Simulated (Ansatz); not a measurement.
# PtSe (P-6m2) in Ansatz: equation of state

Aim: energy against volume of PtSe in PBE, for its equilibrium volume and stiffness.

All numbers are computed with Ansatz 0.2.0; they aren't measurements. Logs are shortened: lines on timing, memory, paths and dates and some standing lists are left out, and cuts for length are marked.

## (1) The crystal as given

It takes space group P-6m2 (No. 187, hexagonal). Conventional cell: a = 3.702 Å, b = 3.702 Å, c = 3.613 Å, α = 90.00°, β = 90.00°, γ = 120.00°. Around Pt (site symmetry -6m2) lie 6 Se at 2.80 Å. Se (site symmetry -6m2) has 6 Pt at 2.80 Å as nearest neighbours.

The cell comes from a database or a generator and needn't be the stable form of this composition.

## (2) Single point, PBE, 20.15 Å³/atom (volume scaled by 0.94)

Contents of input.yaml:

```yaml
crystal:
  lattice:
    - [3.6263007515, 0.0, 0.0]
    - [-1.8131503709, 3.1404685752, 0.0]
    - [0.0, 0.0, 3.5390898656]
  atoms:
    - { symbol: Pt, position: [0.0, 0.0, 0.0] }
    - { symbol: Se, position: [0.6666666667, 0.3333333333, 0.5] }
hamiltonian:
  xc: pbe
  pseudopotentials: { kind: paw }
kpoints:
  mp_grid: { grid: [8, 8, 7] }
scf:
  occupations: { method: fermi_dirac, width: 0.05 }
output:
  forces: true
  stress: true
  eigenvalues: true
  write_density: true
  write_potential: true
  elf: true
  volumetric_format: npy
```

Potentials or basis: Ansatz PAW.

Launch:

```
$ ansatz run input.yaml --threads 2 --pin off --max-ram 5632MiB --backend cpu --events-out ev --progress --plain --runs-dir out
```

What it wrote:

```text
Warning: RAYON_NUM_THREADS=2 ignored (pool sized by the plan → 2); use --threads N
Engine: ansatz 0.2.0, aarch64-unknown-linux-gnu
Pseudopotentials: kind: paw
Pseudopotential: Pt, paw, valence charge 18, recommended cutoff 420 eV (normal), Pt.paw.azcp
Pseudopotential: Se, paw, valence charge 16, recommended cutoff 420 eV (normal), Se.paw.azcp
Functional definition: PBE
  parameter kappa = 0.804
  parameter beta = 0.06672455060314922
  exchange = pbe_x(kappa = kappa, mu = beta*pi^2/3)
  correlation = pbe_c(beta = beta)
Crystal: 2 atoms, lattice volume = 40.304 Å³
Basis set: ecut = 420 eV, 767 PW (Γ), exchange–correlation on 50×50×48 points (8 copies of the dense FFT grid, shifted against one another)
Bands: 21, of which v1, the nominal top of the filled ones, is band 17 counted from 1 (16 counted from 0)
Symmetry: 12 space group operations
Space group: P-6m2 (ITA 187), of the structure as read, at distance tolerance 3.4e-5 Å
k-points: 40 of 448 (time reversal used)
Non-local potential: Pt, projectors of the file, l = 0: 3, l = 1: 2, l = 2: 2, l = 3: 1
Non-local potential: Se, projectors of the file, l = 0: 2, l = 1: 2, l = 2: 3, l = 3: 1
PAW form: soft (Blöchl's): semilocal exchange-correlation on the pseudo side does not see the compensation charge
PAW one-centre angular grid: Pt, 590 points (default); XC on 64 Gauss nodes
PAW one-centre angular grid: Se, 590 points (default); XC on 64 Gauss nodes
Initial density: superposition of atomic densities (neutral atoms: chi_scale 0, normalization atom), corrected by the library's trained network
Initial wavefunctions: pseudopotential atomic-orbital guess
Functional: x = pbe(κ = 0.804, μ = 0.2195149727645171), c = pbe(β = 0.06672455060314922)
SCF iter   1: F=—  HF=-17991.622297 eV  |F-HF|=—  |Δ(HF+E_count)|=         —  Δρ=4.62e-3  dr2=6.16e-3  ethr=1.77e-3  ⟨swp⟩=5.3  Hψ=3573  notcnv=0
preconditioner: auto → none  [metal: Δε(μ)=0.051 eV  Ē_g=9.037 eV  σ=0.050 eV  W_gap=0.25  n_scr=8 (ndim 8)  ℏωp=23.4 eV  f_vac=0.003  D(μ)=1.19/eV (n_scr^D=8)  sad-step TF]
SCF iter   2: F=—  HF=-17991.623455 eV  |F-HF|=—  |Δ(HF+E_count)|=   1.16e-3  Δρ=2.66e-3  dr2=2.59e-3  ethr=1.81e-5  ⟨swp⟩=2.0  Hψ=1391  notcnv=0
SCF iter   3: F=—  HF=-17991.623560 eV  |F-HF|=—  |Δ(HF+E_count)|=   1.05e-4  Δρ=3.63e-4  dr2=3.52e-5  ethr=7.63e-6  ⟨swp⟩=2.0  Hψ=1266  notcnv=0
SCF iter   4: F=—  HF=-17991.623542 eV  |F-HF|=—  |Δ(HF+E_count)|=   1.77e-5  Δρ=9.58e-5  dr2=3.52e-6  ethr=1.04e-7  ⟨swp⟩=2.4  Hψ=1320  notcnv=0
SCF iter   5: F=—  HF=-17991.623542 eV  |F-HF|=—  |Δ(HF+E_count)|=   3.27e-7  Δρ=1.92e-5  dr2=1.22e-7  ethr=1.04e-8  ⟨swp⟩=2.0  Hψ=1478  notcnv=0
SCF iter   6: F=-17991.623542 eV  HF=-17991.623542 eV  |F-HF|=5.31e-10  |Δ(HF+E_count)|=   2.18e-8  Δρ=3.07e-6  dr2=3.19e-9  ethr=2.94e-10  ⟨swp⟩=7.9  Hψ=5210  notcnv=0
SCF 1 converged in 6 iterations: F = -17991.623542 eV  dr2 = 3.19e-9
SCF converged after 6 iterations
Free energy (F): -17991.623542 eV
Harris-Foulkes:  -17991.623542 eV  (|F-HF|=5.31e-10)
Internal energy: -17991.613751 eV  (E = F + TS)
E sigma→0 (E₀):  -17991.618647 eV
Entropy (-TS):   -0.009791 eV (-4.895 meV/atom)
Fermi energy:    13.962017 eV
--- Per-component energies (eV) ---
  E_band       = -593.837668
  E_kinetic    = 752.936761
  E_local      = -4077.211679  (includes V_loc(G=0)·N_el)
  E_nonlocal   = -391.358309
  E_hartree    = 1796.525786
  E_xc         = -363.539442
  E_vxc        = -397.731629  (∫ρ·V_xc dr)
  E_paw        = -11367.635609  (= ΣΔE_a)
  E_vpaw       = -73.525698  (= ΣTr[D̂ρ^β])
  E_aug_tail   = -0.000381  (compensation charges beyond the density's cutoff)
  E_ewald      = -4341.330876
  E_smearing   = -0.009791  (= −TS)
  E_closure    = -0.000000  (closes the sum)
  Σ components = -17991.623542   (vs F -17991.623542, Δ=0.00e0)
--- Forces (eV/Å), atoms counted from 1 ---
  atom   1  Pt    -0.00000000    -0.00000000     0.00000000
  atom   2  Se    -0.00000000    -0.00000000     0.00000000
  max |Σ_I F_I| component: 1.53e-16 eV/Å
--- Stress (GPa, compression-positive) ---
       -5.518059      -0.000000       0.000000
       -0.000000      -5.518059       0.000000
        0.000000       0.000000      -9.327412
  P = ⅓ Tr σ = -6.7878 GPa (-67.878 kbar)
--- Band table (eV; the first three rows and the last of 40) ---
  k-point 0: bands = ["-83.9217", "-38.2524", "-38.1395", "-38.1395", "-34.8698", "-34.8646", "-34.8646", "-34.8551", "-34.8551", "-0.9576", "10.0511", "10.0511", "10.1895", "11.7647", "11.7647", "11.7658", "14.0846", "14.6397", "14.6397", "21.2857", "21.7612"]
  k-point 1: bands = ["-83.9216", "-38.2551", "-38.1393", "-38.1393", "-34.8695", "-34.8645", "-34.8645", "-34.8552", "-34.8552", "-0.7973", "9.4280", "10.1298", "10.1298", "11.3665", "11.5557", "11.5557", "14.7237", "14.7237", "15.4078", "21.8147", "21.9763"]
  k-point 2: bands = ["-83.9216", "-38.2610", "-38.1390", "-38.1390", "-34.8689", "-34.8644", "-34.8644", "-34.8554", "-34.8554", "-0.3882", "7.7501", "10.2735", "10.2735", "11.2474", "11.2474", "11.7299", "14.7016", "14.7016", "17.1104", "22.0310", "22.8157"]
  k-point 39: bands = ["-83.9212", "-38.2640", "-38.1497", "-38.1464", "-34.8677", "-34.8651", "-34.8641", "-34.8548", "-34.8544", "0.7031", "8.1050", "8.3420", "9.5985", "11.5207", "12.3996", "12.5503", "13.6178", "14.4775", "15.0741", "17.6469", "22.1028"]
```

It took 2.1 s on 2 threads of Arm Neoverse V1, shared host; peak memory 0.34 GiB.

What came out:

| Quantity | Value |
| --- | --- |
| Free energy | -17991.6235 eV |
| Pressure | -6.8 GPa |
| Band gap on the k mesh | none (metal or under the smearing width) |

## (3) Single point, PBE, 20.58 Å³/atom (volume scaled by 0.96)

input.yaml: that of step 2 with these lines changed.

```diff
@@ -2,5 +2,5 @@
   lattice:
-    - [3.6263007515, 0.0, 0.0]
-    - [-1.8131503709, 3.1404685752, 0.0]
-    - [0.0, 0.0, 3.5390898656]
+    - [3.6518389222, 0.0, 0.0]
+    - [-1.8259194562, 3.1625852798, 0.0]
+    - [0.0, 0.0, 3.5640138548]
   atoms:
```

Potentials or basis: Ansatz PAW.

Launch:

```
$ ansatz run input.yaml --threads 2 --pin off --max-ram 5632MiB --backend cpu --events-out ev --progress --plain --runs-dir out
```

Run time: 2.2 s. Hardware: 2 threads of Arm Neoverse V1, shared host; peak memory 0.34 GiB.

Results (log left out):

- Free energy: -17991.5823 eV
- Pressure: -8.6 GPa
- Band gap on the k mesh: none (metal or under the smearing width)

## (4) Single point, PBE, 21.01 Å³/atom (volume scaled by 0.98)

Contents of input.yaml:

```yaml
crystal:
  lattice:
    - [3.6770248141, 0.0, 0.0]
    - [-1.8385124021, 3.184396902, 0.0]
    - [0.0, 0.0, 3.5885940374]
  atoms:
    - { symbol: Pt, position: [0.0, 0.0, 0.0] }
    - { symbol: Se, position: [0.6666666667, 0.3333333333, 0.5] }
hamiltonian:
  xc: pbe
  pseudopotentials: { kind: paw }
kpoints:
  mp_grid: { grid: [8, 8, 7] }
scf:
  occupations: { method: fermi_dirac, width: 0.05 }
output:
  forces: true
  stress: true
  eigenvalues: true
```

Launch:

```
$ ansatz run input.yaml --threads 2 --pin off --max-ram 5632MiB --backend cpu --events-out ev --progress --plain --runs-dir out
```

Run time: 1.6 s. Hardware: 2 threads of Arm Neoverse V1, shared host; peak memory 0.33 GiB.

It converged, with:

- Free energy: -17991.5322 eV
- Pressure: -10.1 GPa
- Band gap on the k mesh: none (metal or under the smearing width)

## (5) Single point, PBE, 21.44 Å³/atom

input.yaml: that of step 4 with these lines changed.

```diff
@@ -2,5 +2,5 @@
   lattice:
-    - [3.6770248141, 0.0, 0.0]
-    - [-1.8385124021, 3.184396902, 0.0]
-    - [0.0, 0.0, 3.5885940374]
+    - [3.70187033, 0.0, 0.0]
+    - [-1.85093516, 3.20591375, 0.0]
+    - [0.0, 0.0, 3.61284203]
   atoms:
```

Launch:

```
$ ansatz run input.yaml --threads 2 --pin off --max-ram 5632MiB --backend cpu --events-out ev --progress --plain --runs-dir out
```

Run time: 1.9 s. Hardware: 2 threads of Arm Neoverse V1, shared host; peak memory 0.33 GiB.

It converged, with:

| Property | Result |
| --- | --- |
| Free energy | -17991.4745 eV |
| Pressure | -11.4 GPa |
| Band gap on the k mesh | none (metal or under the smearing width) |

## (6) Single point, PBE, 21.87 Å³/atom (volume scaled by 1.02)

input.yaml: that of step 5 with these lines changed.

```diff
@@ -2,5 +2,5 @@
   lattice:
-    - [3.70187033, 0.0, 0.0]
-    - [-1.85093516, 3.20591375, 0.0]
-    - [0.0, 0.0, 3.61284203]
+    - [3.726386742, 0.0, 0.0]
+    - [-1.863193366, 3.2271455856, 0.0]
+    - [0.0, 0.0, 3.6367688335]
   atoms:
```

Potentials or basis: Ansatz PAW.

Launch:

```
$ ansatz run input.yaml --threads 2 --pin off --max-ram 5632MiB --backend cpu --events-out ev --progress --plain --runs-dir out
```

Wall time 1.9 s (2 threads of Arm Neoverse V1, shared host); peak memory 0.33 GiB.

Results (log left out):

| Property | Result |
| --- | --- |
| Free energy | -17991.4101 eV |
| Pressure | -12.6 GPa |
| Band gap on the k mesh | none (metal or under the smearing width) |

## (7) Single point, PBE, 22.30 Å³/atom (volume scaled by 1.04)

input.yaml: that of step 6 with these lines changed.

```diff
@@ -2,5 +2,5 @@
   lattice:
-    - [3.726386742, 0.0, 0.0]
-    - [-1.863193366, 3.2271455856, 0.0]
-    - [0.0, 0.0, 3.6367688335]
+    - [3.7505847366, 0.0, 0.0]
+    - [-1.8752923632, 3.2481016636, 0.0]
+    - [0.0, 0.0, 3.6603848772]
   atoms:
```

Potentials or basis: Ansatz PAW.

Launch:

```
$ ansatz run input.yaml --threads 2 --pin off --max-ram 5632MiB --backend cpu --events-out ev --progress --plain --runs-dir out
```

What it wrote:

```text
Warning: RAYON_NUM_THREADS=2 ignored (pool sized by the plan → 2); use --threads N
[... 9 set-up lines as earlier in the session ...]
Crystal: 2 atoms, lattice volume = 44.592 Å³
Basis set: ecut = 420 eV, 889 PW (Γ), exchange–correlation on 54×54×50 points (8 copies of the dense FFT grid, shifted against one another)
[... 37 lines left out ...]
  E_paw        = -11367.561218  (= ΣΔE_a)
  E_vpaw       = -73.425203  (= ΣTr[D̂ρ^β])
  E_aug_tail   = -0.000407  (compensation charges beyond the density's cutoff)
  E_ewald      = -4197.471201
  E_smearing   = -0.010618  (= −TS)
  E_closure    = -0.000000  (closes the sum)
  Σ components = -17991.339892   (vs F -17991.339892, Δ=0.00e0)
--- Forces (eV/Å), atoms counted from 1 ---
  atom   1  Pt     0.00000000    -0.00000000     0.00000000
  atom   2  Se     0.00000000    -0.00000000     0.00000000
  max |Σ_I F_I| component: 1.64e-16 eV/Å
--- Stress (GPa, compression-positive) ---
      -11.803666      -0.000000      -0.000000
       -0.000000     -11.803666       0.000000
       -0.000000       0.000000     -17.165251
  P = ⅓ Tr σ = -13.5909 GPa (-135.909 kbar)
--- Band table (eV; the first three rows and the last of 40) ---
  k-point 0: bands = ["-85.6584", "-39.9823", "-39.8659", "-39.8659", "-36.6958", "-36.6908", "-36.6908", "-36.6822", "-36.6822", "-2.2594", "8.5666", "8.5666", "8.7797", "10.0120", "10.0571", "10.0571", "11.7359", "12.5067", "12.5067", "19.3790", "19.6963"]
  k-point 1: bands = ["-85.6584", "-39.9839", "-39.8658", "-39.8658", "-36.6957", "-36.6908", "-36.6908", "-36.6823", "-36.6823", "-2.1312", "7.9811", "8.6324", "8.6324", "9.6612", "9.8899", "9.8899", "12.5729", "12.5729", "13.0638", "19.7715", "19.9070"]
  k-point 2: bands = ["-85.6583", "-39.9874", "-39.8656", "-39.8656", "-36.6953", "-36.6908", "-36.6908", "-36.6824", "-36.6824", "-1.8108", "6.4218", "8.7484", "8.7484", "9.6479", "9.6479", "10.0126", "12.5668", "12.5668", "14.7381", "19.5682", "20.6596"]
  k-point 39: bands = ["-85.6582", "-39.9892", "-39.8721", "-39.8700", "-36.6946", "-36.6911", "-36.6907", "-36.6820", "-36.6818", "-0.9407", "6.8472", "7.0308", "8.1247", "9.9072", "10.5517", "10.6495", "11.6580", "12.5245", "12.9342", "15.7061", "19.8705"]
```

It took 1.8 s on 2 threads of Arm Neoverse V1, shared host; peak memory 0.34 GiB.

Results:

| Quantity | Value |
| --- | --- |
| Free energy | -17991.3399 eV |
| Pressure | -13.6 GPa |
| Band gap on the k mesh | none (metal or under the smearing width) |

## (8) Single point, PBE, 22.72 Å³/atom (volume scaled by 1.06)

input.yaml: that of step 7 with these lines changed.

```diff
@@ -2,5 +2,5 @@
   lattice:
-    - [3.7505847366, 0.0, 0.0]
-    - [-1.8752923632, 3.2481016636, 0.0]
-    - [0.0, 0.0, 3.6603848772]
+    - [3.7744744554, 0.0, 0.0]
+    - [-1.8872372226, 3.2687907671, 0.0]
+    - [0.0, 0.0, 3.6837000592]
   atoms:
```

Launch:

```
$ ansatz run input.yaml --threads 2 --pin off --max-ram 5632MiB --backend cpu --events-out ev --progress --plain --runs-dir out
```

Wall time 2.3 s (2 threads of Arm Neoverse V1, shared host); peak memory 0.34 GiB.

It converged, with:

* Free energy: -17991.2648 eV
* Pressure: -14.4 GPa
* Band gap on the k mesh: none (metal or under the smearing width)

## (9) Equation of state, PBE

Potentials or basis: Ansatz PAW.

No new run: the results of the series are fitted here.

What came out:

```
Equilibrium volume                        : 18.91 Å³/atom (rough: see the caveat)
Bulk modulus at fixed shape and positions : 126 GPa (rough)
```

Energy against volume, from the lowest point:
```csv
volume (Å³/atom),energy (meV/atom)
20.152,0.00
20.581,20.61
21.010,45.66
21.438,74.54
21.867,106.74
22.296,141.83
22.725,179.36
```

Caveat: the minimum lies outside the volumes run; the cell was scaled at fixed shape and fractional positions, which overstates the stiffness of a crystal with free parameters, most of all of layers and chains.
